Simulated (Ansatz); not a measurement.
# CH6SiSn: energies of removing a hydrogen

The task is energies of removing a hydrogen, for CH6SiSn. SMILES: [CH2]1[SiH2][SnH2]1.

All numbers are computed with Ansatz 0.2.0 through its Python package. Level of theory: r2SCAN0/x2c-TZVPPall.

## Step 1: Starting point

Bond lengths: C1–Si2 1.795 Å, C1–Sn3 2.070 Å, Si2–Sn3 2.570 Å, C1–H4 1.096 Å, C1–H5 1.163 Å, Si2–H6 1.486 Å, Si2–H7 1.489 Å, Sn3–H8 1.777 Å, Sn3–H9 1.799 Å. Angles (14 of 18 angles, heavy atoms first): C1–Si2–Sn3 53.1°, Si2–C1–Sn3 83.0°, C1–Sn3–Si2 43.9°, C1–Si2–H6 116.0°, C1–Si2–H7 114.1°, Sn3–Si2–H6 114.1°, Sn3–Si2–H7 114.3°, Si2–C1–H4 112.0°, Si2–C1–H5 112.2°, Sn3–C1–H4 117.0°, Sn3–C1–H5 113.9°, C1–Sn3–H8 116.1°, C1–Sn3–H9 119.6°, Si2–Sn3–H8 106.0°.

The script holds or builds the structure itself.

## Step 2: The code

ch6sisn_bde.py

```python
# -*- coding: utf-8 -*-
'''Cost of removing each kind of hydrogen from CH6SiSn, fragments frozen.'''

import ansatz


def energy_of(molecule, charge=0, unpaired=0):
    calc = (
        molecule.calculation()
        .basis(gaussian='x2c-TZVPPall')
        .functional('R2SCAN0')
    )
    if charge:
        calc = calc.charge(charge)
    if unpaired:
        calc = calc.spin('collinear', total=unpaired)
    return calc.run(threads=1, backend='cpu').report['free_energy_ev']

def without(molecule, index):
    rest = ansatz.Crystal.molecule()
    for i, site in enumerate(molecule.cartesian_sites):
        if i != index:
            rest = rest.atom(site.symbol, site.position_ang)
    return rest


def main():
    geometry_ang = [
        ('C', (-0.7707, 0.0656, -0.6997)),
        ('Si', (0.79, 0.8858, -0.3611)),
        ('Sn', (-0.2433, -1.069, 0.949)),
        ('H', (-0.7669, -0.4387, -1.6725)),
        ('H', (-1.6825, 0.7647, -0.5185)),
        ('H', (0.6998, 2.197, 0.3331)),
        ('H', (1.8945, 0.4929, -1.2785)),
        ('H', (0.7947, -2.4762, 0.6308)),
        ('H', (-0.6271, -0.4682, 2.6004)),
    ]
    ch6sisn = ansatz.Crystal.molecule()
    for symbol, xyz in geometry_ang:
        ch6sisn = ch6sisn.atom(symbol, xyz)

    whole = energy_of(ch6sisn, 0)
    hydrogen = energy_of(ansatz.Crystal.molecule().atom('H', (0, 0, 0)), 0, 1)
    print(f'E(molecule) = {whole:.5f} eV, E(H) = {hydrogen:.5f} eV')
    for index in [4, 6, 8]:
        radical = energy_of(without(ch6sisn, index), 0, 1)
        print(f'H{index}: homolysis {23.060548 * (radical + hydrogen - whole):.1f} kcal/mol')
        anion = energy_of(without(ch6sisn, index), -1)
        print(f'H{index}: loss of a proton {23.060548 * (anion - whole):.1f} kcal/mol')


if __name__ == '__main__':
    main()
```

## Step 3: What the engine is handed

The engine receives this input (first run):

```yaml
crystal:
  periodic: [false, false, false]
  atoms:
    - { symbol: C, position_ang: [-0.7707, 0.0656, -0.6997] }
    - { symbol: Si, position_ang: [0.79, 0.8858, -0.3611] }
    - { symbol: Sn, position_ang: [-0.2433, -1.069, 0.949] }
    - { symbol: H, position_ang: [-0.7669, -0.4387, -1.6725] }
    - { symbol: H, position_ang: [-1.6825, 0.7647, -0.5185] }
    - { symbol: H, position_ang: [0.6998, 2.197, 0.3331] }
    - { symbol: H, position_ang: [1.8945, 0.4929, -1.2785] }
    - { symbol: H, position_ang: [0.7947, -2.4762, 0.6308] }
    - { symbol: H, position_ang: [-0.6271, -0.4682, 2.6004] }
basis:
  gaussian:
    orbitals: x2c-TZVPPall
hamiltonian:
  xc: r2scan0
```

## Step 4: The run

Launch:

```
> python ch6sisn_bde.py
```

Q: Predict the main results. Wanted: weakest bond to hydrogen among those tried; easiest loss of a proton among those tried.

The runs gave:

| quantity | value |
| --- | --- |
| weakest bond to hydrogen among those tried (homolysis) | H8 (counted from 0), 65.2 kcal/mol |
| easiest loss of a proton among those tried | H8, 336.7 kcal/mol |
| runs compared | 8 |

In words: Atoms are numbered as in the script, from 0. The fragments aren't relaxed and zero-point energy is left out, so these aren't bond dissociation enthalpies. Losing a bare proton in the gas phase costs far more than homolysis, as charges must be parted. All 8 runs converged, in 9 to 42 cycles. The geometry is a force-field or estimated start, not a minimum of this method, and the basis set is short of its limit. All parts are taken at fixed geometry, without zero-point energy. The spin-orbit lowering of heavy atoms is left out. Anions want diffuse functions, which this basis lacks.
